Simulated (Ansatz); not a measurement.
**HOF (SMILES OF): PBE-QIDH/aug-cc-pVTZ**

What is the electronic atomisation energy of HOF at PBE-QIDH/aug-cc-pVTZ? 

The results are computed with Ansatz 0.2.0.

48 further runs of the same task are left out: 48 set aside as unsound or not needed.

### 1 The structure to begin with

HOF has 3 atoms, charge 0, and is taken as a singlet. SMILES: `OF`. Geometry: relaxed at PBE0-D4/def2-TZVP.

Bond lengths: O1–F2 1.406 Å, O1–H3 0.969 Å. Angles: F2–O1–H3 99.1°.

### 2 The energy at PBE-QIDH/aug-cc-pVTZ

The input, input.yaml:

```yaml
basis:
  gaussian: {orbitals: aug-cc-pVTZ}
crystal:
  periodic: [false, false, false]
  atoms:
    - {symbol: O, position_ang: [0.430590, -0.210340, 0.216330]}
    - {symbol: F, position_ang: [-0.221910, 1.014620, -0.010980]}
    - {symbol: H, position_ang: [-0.208690, -0.804280, -0.205350]}
output: {orbitals: {seedname: orbitals}}
accuracy: high
correlation: {frozen_orbitals: {F: 1, H: 0, O: 1}}
hamiltonian: {xc: {name: PBE-QIDH}}
```

On the command line:

```sh
ansatz run input.yaml --threads 1 --pin off --max-ram 3480MiB --events-out events.jsonl --progress --plain --runs-dir runs
```

The log of the run:

```text
Warning: RAYON_NUM_THREADS=1 ignored (pool sized by the plan → 1); use --threads N
Functional definition: PBE-QIDH
  name "PBE-QIDH"
  parameter a = 3^(-1/3)
  parameter c = 1/3
  exchange = (1 - a)*pbe_x + a*exact_x
  correlation = (1 - c)*pbe_c + c*(mp2_os + mp2_ss)
1764 factors; integrals over basis functions are off by at most 3.3e-9 eV
mean field evaluation 1: about -4767.4443 eV, gradient 1.9e1 eV
mean field evaluation 2: about -4767.4446 eV, gradient 1.9e1 eV
mean field evaluation 4: about -4767.9656 eV, gradient 3.1e0 eV
mean field evaluation 8: about -4767.9793 eV, gradient 2.9e-2 eV
mean field evaluation 16: about -4767.9793 eV, gradient 9.3e-6 eV
mean field -4767.97925675 eV, -175.2200058332 hartree, gradient 3.6e-8 eV, S^2 0.000000; 0 other end points of the search recorded, 0 dependent functions left out
2 core orbitals not correlated: weight in the atoms' cores, before any rotation towards them, 1.000 or more for the frozen orbitals, at most 0.000 for the correlated occupied ones
reference -4767.97925792 eV, -175.2200058761 hartree; 7, 7 occupied and 106, 106 virtual orbitals, 1764 factors
second order -15.67436728 eV of doubles, -0.00000000 eV of singles
Total energy: -4773.20404701 eV, -175.4120133338 hartree
```

It took 5.1 s on 1 thread of Arm Neoverse V2, shared host; peak memory 0.26 GiB.

### 3 The F atom

The input, run.yaml:

```yaml
crystal:
  periodic: [false, false, false]
  atoms:
    - {symbol: F, position_ang: [0.000000, 0.000000, 0.000000]}
basis:
  gaussian: {orbitals: aug-cc-pVTZ}
magnetization: {spin_polarized: true, initial_magnetization: 1}
hamiltonian: {xc: {name: PBE-QIDH}}
correlation: {frozen_orbitals: {F: 1}}
accuracy: high
```

Run the same way, it converges to -99.66403 Eh (log not shown).

### 4 The H atom, same level

The input, input.yaml:

```yaml
crystal:
  periodic: [false, false, false]
  atoms:
    - symbol: H
      position_ang: [0.000000, 0.000000, 0.000000]
basis:
  gaussian: {orbitals: aug-cc-pVTZ}
magnetization: {spin_polarized: true, initial_magnetization: 1}
hamiltonian: {xc: {name: PBE-QIDH}}
correlation: {frozen_orbitals: {H: 0}}
accuracy: high
```

Run the same way, it converges to -0.50183 Eh (log not shown).

### 5 The O atom at the same level

The input, molecule.yaml:

```yaml
crystal:
  periodic: [false, false, false]
  atoms:
    - {symbol: O, position_ang: [0.000000, 0.000000, 0.000000]}
basis:
  gaussian:
    orbitals: aug-cc-pVTZ
accuracy: high
hamiltonian:
  xc: {name: PBE-QIDH}
magnetization:
  spin_polarized: true
  initial_magnetization: 2
correlation:
  frozen_orbitals: {O: 1}
```

Run the same way, it converges to -75.00945 Eh (log not shown).

### 6 Outcome

At PBE-QIDH/aug-cc-pVTZ, 2 core orbitals frozen:

| quantity | value |
| --- | --- |
| molecule: total energy | -175.41201 Eh |
| molecule: HOMO energy (SCF part's orbitals) | -12.72 eV |
| molecule: LUMO energy (SCF part's orbitals) | 0.44 eV |
| molecule: HOMO–LUMO gap (SCF part's orbitals) | 13.15 eV |
| F atom: total energy | -99.66403 Eh |
| F atom: ⟨S²⟩ | 0.753 |
| H atom: total energy | -0.50183 Eh |
| H atom: ⟨S²⟩ | 0.750 |
| O atom: total energy | -75.00945 Eh |
| O atom: ⟨S²⟩ | 2.006 |
| electronic atomisation energy | 6.441 eV |

Taking the molecule apart into free atoms costs 6.44 eV (149 kcal/mol), before zero-point energy and without spin-orbit coupling.
